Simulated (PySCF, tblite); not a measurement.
# C₃H₆F₄SeSi: geometry, infrared bands and NMR shifts

Wanted: the infrared bands and NMR shifts of C₃H₆F₄SeSi (`FC[Se][SiH2]CC(F)(F)F`), by calculation.

Computed with tblite 0.8.0 and PySCF 2.14.0, with density-fitted response routines of our own, on a single molecule in the gas phase. Atoms are numbered from 0 throughout.

## (1) The starting structure

15 atoms, charge 0, multiplicity 1; geometry from: force field or distance geometry start.

Bonds of the start (Å): F0–C1 1.38, C1–Se2 1.92, Se2–Si3 2.30, Si3–C4 1.88, C4–C5 1.50, C5–F6 1.38, C5–F7 1.39, C5–F8 1.37, C1–H9 1.11, C1–H10 1.13, Si3–H11 1.44, Si3–H12 1.49, C4–H13 1.12, C4–H14 1.11.

## (2) Optimising the geometry with GFN2-xTB

What the job is given:

```
{"job": {"kind": "relax", "xc": "GFN2-xTB", "basis": "xTB"}, "charge": 0, "multiplicity": 1}
F      3.443600     0.937300    -0.050700
C      3.400800    -0.386700    -0.453500
Se     1.641700    -0.693000    -1.168000
Si     0.061800     0.501600     0.003300
C     -1.570500    -0.178900    -0.627400
C     -2.719200     0.055300     0.301600
F     -3.842100    -0.483500    -0.301700
F     -2.544500    -0.611200     1.509900
F     -2.870300     1.385200     0.596000
H      4.130900    -0.606000    -1.253500
H      3.619600    -1.039500     0.437100
H      0.189800     1.928500    -0.176300
H      0.203500     0.241800     1.464300
H     -1.731800     0.231600    -1.661600
H     -1.417800    -1.274500    -0.652600
```

The run is started by

```sh
OMP_NUM_THREADS=1 python probes_run.py task.json out
```

The driver reads the jobs from task.json and runs them one after another.

**Question.** This job is followed by: GFN2-xTB harmonic vibrations, gas phase; GIAO PBE0/pcSseg-1 NMR shielding, non-relativistic, gas phase. What will the session give for the following? strongest single infrared mode (GFN2-xTB); zero-point energy (GFN2-xTB); ¹³C shifts against TMS (PBE0/pcSseg-1); ¹H shifts against TMS (PBE0/pcSseg-1, means over atoms taken as alike); ¹⁹F shifts against CFCl3 (PBE0/pcSseg-1, means over atoms taken as alike); ⁷⁷Se shifts against Me2Se (PBE0/pcSseg-1); ²⁹Si shifts against TMS (PBE0/pcSseg-1); surface potential, 1st and 99th percentile.

The runs gave:

| quantity | value |
| --- | --- |
| strongest single infrared mode (GFN2-xTB) | 701 cm⁻¹, 438 km/mol |
| zero-point energy (GFN2-xTB) | 54.3 kcal/mol |
| ¹³C shifts against TMS (PBE0/pcSseg-1) | 136.1, 90.1, 22.2 ppm |
| ¹H shifts against TMS (PBE0/pcSseg-1, means over atoms taken as alike) | 6.13, 5.30, 1.96 ppm |
| ¹⁹F shifts against CFCl3 (PBE0/pcSseg-1, means over atoms taken as alike) | -71.6, -219.0 ppm |
| ⁷⁷Se shifts against Me2Se (PBE0/pcSseg-1) | -122 ppm |
| ²⁹Si shifts against TMS (PBE0/pcSseg-1) | -27.6 ppm |
| surface potential, 1st and 99th percentile | -0.71 V and 1.31 V |

In words: Relaxing lowered the energy by 0.528 eV in 105 steps; the close pair that moved most is C5–F7, from 1.391 to 1.345 Å. All 39 modes are real, so the xTB geometry is a minimum. The strongest single mode, at 701 cm⁻¹, moves mainly H12 and H11. GFN2-xTB is a fitted tight-binding method: band positions and strengths are rough. Its intensities can rank the bands wrongly. The most deshielded hydrogen is H9, H10 (mean) (hydrogen on an sp3 CH2 bonded to F and Se), at 6.13 ppm: its carbon carries F, which withdraws density. At PBE0/pcSseg-1: The largest span, 1239 ppm, is at Se2, where the paramagnetic term is -1123 ppm. At PBE0/pcSseg-1, counted by nearest atom on the grid, the HOMO lies on Se2 81 %, the LUMO on Se2 35 %; Si3 14 %. Spin-orbit coupling is left out, which matters for shieldings and couplings at and beside the heavy atoms.
